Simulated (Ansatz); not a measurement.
# Niobium, diamond under m-r²SCAN: structure, energy and stiffness

Aim: take niobium in the diamond structure, relax it, solve it on a dense k-mesh, then scale the cell to 7 volumes from 88 to 112 % of the relaxed one and try a fit of the equation of state. The start is ferromagnetic. The k-meshes are 9×9×9 for the relaxation; 15×15×15 for the dense run; 11×11×11 for the volumes.

This is Nb in the diamond structure; at room conditions it is bcc.

Method: DFT m-r2SCAN, plane waves (500 eV) with PAW, scalar-relativistic; the PAW data stem from PBE, with regenerated cores; m-r²SCAN is r²SCAN on the gauge-invariant kinetic-energy density, in Ansatz 0.2.0.

### Step 1. The system as given

It takes space group Fd-3m (No. 227, cubic). The conventional cell has a = 5.790 Å, b = 5.790 Å, c = 5.790 Å, α = 90.00°, β = 90.00°, γ = 90.00°. Nb (site symmetry -43m) has 4 Nb at 2.51 Å as nearest neighbours.

Structure file:

```
CELL_PARAMETERS angstrom
0.00000 2.89513 2.89513
2.89513 0.00000 2.89513
2.89513 2.89513 0.00000
ATOMIC_POSITIONS crystal
Nb 0.12500 0.12500 0.12500
Nb 0.87500 0.87500 0.87500
```

The atoms start with moments of +1 ×2 μB.

### Step 2. Geometry optimisation

Contents of input.yaml:

```yaml
crystal:
  lattice:
    - [0.0, 2.895128443, 2.895128443]
    - [2.895128443, 0.0, 2.895128443]
    - [2.895128443, 2.895128443, 0.0]
  atoms:
    - { symbol: Nb, position: [0.125, 0.125, 0.125], spin: 1.0 }
    - { symbol: Nb, position: [0.875, 0.875, 0.875], spin: 1.0 }
hamiltonian:
  xc: mr2scan
  pseudopotentials:
    kind: paw
    azcp:
      Nb: "pseudopotentials/Nb.paw.azcp"
basis:
  ecutwfc: 500
  fft_grid_basis: typed
kpoints:
  mp_grid: { grid: [9, 9, 9], shift: [0, 0, 0] }
magnetization:
  spin_polarized: true
scf:
  occupations: { method: fermi_dirac, width: 0.05 }
relax:
  max_steps: 60
  f_tol: 0.01
  cell: {}
```

The run is started by

```console
ansatz run input.yaml --threads 2 --pin off --max-ram 6144MiB --backend cpu --events-out ev --progress --plain --runs-dir out
```

Further steps of the session: Single point on a dense mesh; The cell scaled to 88 % of its volume; The cell scaled to 92 % of its volume; The cell scaled to 96 % of its volume; The cell scaled to 100 % of its volume; The cell scaled to 104 % of its volume; The cell scaled to 108 % of its volume; The cell scaled to 112 % of its volume.

**Question.** What will these runs give? Wanted: space group; conventional cell; volume; shortest distance; gap on the mesh; magnetic state; relative to bcc; V₀, B₀, B₀′.

**Answer**, as computed:

```
                      quantity                         value
space group (spins left aside)               Fd-3m (No. 227)
             conventional cell                   a = 5.854 Å
                        volume                25.072 Å³/atom
             shortest distance                       2.535 Å
               gap on the mesh  none (levels filled in part)
                magnetic state                  non-magnetic
               relative to bcc                +2673 meV/atom
                   V₀, B₀, B₀′   25.033 Å³/atom, 69 GPa, 5.0
```

What this shows: The relaxation enlarged the cell by 3.3 % in volume. Against the reference form of niobium (bcc, computed apart with the same settings) it stands 2673 meV/atom higher, so it is far from stable. The starting moments do not survive. Levels at the Fermi energy are filled in part, as in a metal. The fitted modulus is 69 GPa. Relaxation kept the symmetry; phonons were not checked.
